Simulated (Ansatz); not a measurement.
**CuS+ (triplet): the correlation ladder, def2-TZVPP**

An exercise on one series of results from a longer session: the logs are not shown, and one member is left open.

Computed with Ansatz 0.2.0, Gaussian basis. Level: def2-TZVPP, core rule «outside noble gas», up to 14 orbitals frozen.

The runs, in order: UHF; ROHF; CCSD(T) on UHF.

2 further runs of the same task are left out: 2 set aside as unsound or not needed.

### The geometry

The geometry is a PBE0/def2-TZVP stationary point (not a proven minimum) of the parent state, kept for this charge and spin.

2 atoms, charge 1, spin multiplicity 3.

Atoms are counted from 1 here; the program's logs count them from 0.

Bond lengths: Cu1–S2 2.084 Å.

As a file:

```
Cu    0.0000    0.0000    0.0000
S     0.0000    0.0000    2.0841
```

Set-up of the first run:

Input file in.yaml:

```yaml
crystal:
  periodic: [false, false, false]
  atoms:
    - {symbol: Cu, position_ang: [0.000000, 0.000000, 0.000000]}
    - {symbol: S, position_ang: [0.000000, 0.000000, 2.084103]}
basis:
  gaussian: {orbitals: def2-TZVPP}
total_charge: 1
magnetization: {spin_polarized: true, initial_magnetization: 2}
hamiltonian: {xc: hf}
output: {orbitals: {seedname: orbitals}}
```

Launch:

```console
> ansatz run in.yaml --threads 1 --pin off --events-out ev --progress --plain --max-ram 4096MiB --backend cpu
```

Among the steps run: UHF; ROHF; CCSD(T) on UHF.

One table of the session follows, with a row left open; its other results are not shown here.

```
  method  from UCCSD(T) (kJ/mol)
    ROHF                 +1553.5
     UHF                 +1535.5
    UMP2                   -51.8
   UCCSD                       ?
UCCSD(T)                       0
```

Estimate the missing values for UCCSD.

The run gave: from UCCSD(T) (kJ/mol): +64.1. In the column «from UCCSD(T) (kJ/mol)» it lies between UCCSD(T) (0) and UHF (+1535.5).
